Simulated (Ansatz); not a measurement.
# C4H14BN: how energies converge with the basis set

The task here is to estimate one member of a computed series from the others.

Method: one geometry, several basis sets; program: Ansatz 0.2.0, Gaussian basis.

Levels to be run: PBE0-D4/def2-SVP; ωB97M-V/def2-SVP; PBE0-D4/def2-QZVPP; ωB97M-V/def2-QZVPP; the functionals' def2-TZVPP values are taken from earlier runs.

1 further run of the same task is left out (it didn't finish).

## Structure used throughout

An earlier PBE0-D4 in a triple-zeta def2 set relaxation fixed the geometry.

20 atoms, charge 0, spin multiplicity 1.

Atoms are counted from 1 here; the program's logs count them from 0.

Bond lengths: C1–N2 1.467 Å, C1–H7 1.088 Å, C1–H8 1.092 Å, C1–H9 1.088 Å, N2–B3 1.671 Å, N2–H10 1.017 Å, N2–H11 1.017 Å, B3–C4 1.620 Å, B3–C5 1.617 Å, B3–C6 1.617 Å, C4–H12 1.095 Å, C4–H13 1.099 Å, C4–H14 1.099 Å, C5–H15 1.097 Å, C5–H16 1.099 Å, C5–H17 1.095 Å, C6–H18 1.097 Å, C6–H19 1.095 Å and more. Angles: N2–C1–H7 108.7°, N2–C1–H8 111.6°, N2–C1–H9 108.7°, H7–C1–H8 109.6°, H7–C1–H9 108.6°, H8–C1–H9 109.6°, C1–N2–B3 117.6°, C1–N2–H10 110.0°, C1–N2–H11 110.0°, B3–N2–H10 106.3°, B3–N2–H11 106.3°, H10–N2–H11 106.2°, N2–B3–C4 102.9°, N2–B3–C5 106.5°, N2–B3–C6 106.5°, C4–B3–C5 112.9°, C4–B3–C6 112.9°, C5–B3–C6 114.1° and more.

Set-up of the first run:

File in.yaml:

```yaml
crystal:
  periodic: [false, false, false]
  atoms:
    - {symbol: C, position_ang: [-0.696584, 0.162396, -2.049706]}
    - {symbol: N, position_ang: [0.308429, -0.383000, -1.129922]}
    - {symbol: B, position_ang: [0.143893, -0.026768, 0.493875]}
    - {symbol: C, position_ang: [1.409862, -0.787002, 1.159625]}
    - {symbol: C, position_ang: [-1.276581, -0.645268, 0.956873]}
    - {symbol: C, position_ang: [0.237529, 1.582448, 0.621615]}
    - {symbol: H, position_ang: [-1.677514, -0.202003, -1.751659]}
    - {symbol: H, position_ang: [-0.496587, -0.129321, -3.082397]}
    - {symbol: H, position_ang: [-0.691012, 1.247508, -1.970070]}
    - {symbol: H, position_ang: [0.327276, -1.397140, -1.198273]}
    - {symbol: H, position_ang: [1.235051, -0.062893, -1.399019]}
    - {symbol: H, position_ang: [1.417149, -0.629252, 2.242765]}
    - {symbol: H, position_ang: [2.381333, -0.424474, 0.794743]}
    - {symbol: H, position_ang: [1.394814, -1.876293, 1.012838]}
    - {symbol: H, position_ang: [-2.152055, -0.142976, 0.527483]}
    - {symbol: H, position_ang: [-1.378367, -1.718861, 0.744029]}
    - {symbol: H, position_ang: [-1.376878, -0.545361, 2.042688]}
    - {symbol: H, position_ang: [-0.612476, 2.122590, 0.187036]}
    - {symbol: H, position_ang: [0.258427, 1.859701, 1.680731]}
    - {symbol: H, position_ang: [1.152490, 2.005268, 0.183048]}
basis:
  gaussian: {orbitals: def2-SVP}
hamiltonian: {xc: pbe0, dispersion: d4}
output: {orbitals: {seedname: orbitals}}
```

Command:

```bash
$ ansatz run in.yaml --threads 4 --pin off --events-out ev --progress --plain --max-ram 11315MiB
```

Among the steps run: PBE0-D4 in def2-SVP; ωB97M-V in def2-SVP; PBE0-D4 in def2-QZVPP; ωB97M-V in def2-QZVPP.

One of the session's tables, all rows but one given; the rest of the session is left out.

It belongs to the step «Density functionals: the series». 

```
functional       basis  HOMO (eV)  LUMO (eV)
   PBE0-D4    def2-SVP      -7.19       0.89
   PBE0-D4  def2-TZVPP      -7.31       0.31
   PBE0-D4  def2-QZVPP      -7.33      -0.08
   ωB97M-V    def2-SVP      -9.48       2.50
   ωB97M-V  def2-TZVPP          ?          ?
   ωB97M-V  def2-QZVPP      -9.63       1.04
```

Q: Estimate the row for ωB97M-V, def2-TZVPP from the others.

**Answer.** HOMO (eV): -9.61; LUMO (eV): 1.71. In the column «HOMO (eV)» it lies between ωB97M-V, def2-QZVPP (-9.63) and ωB97M-V, def2-SVP (-9.48).
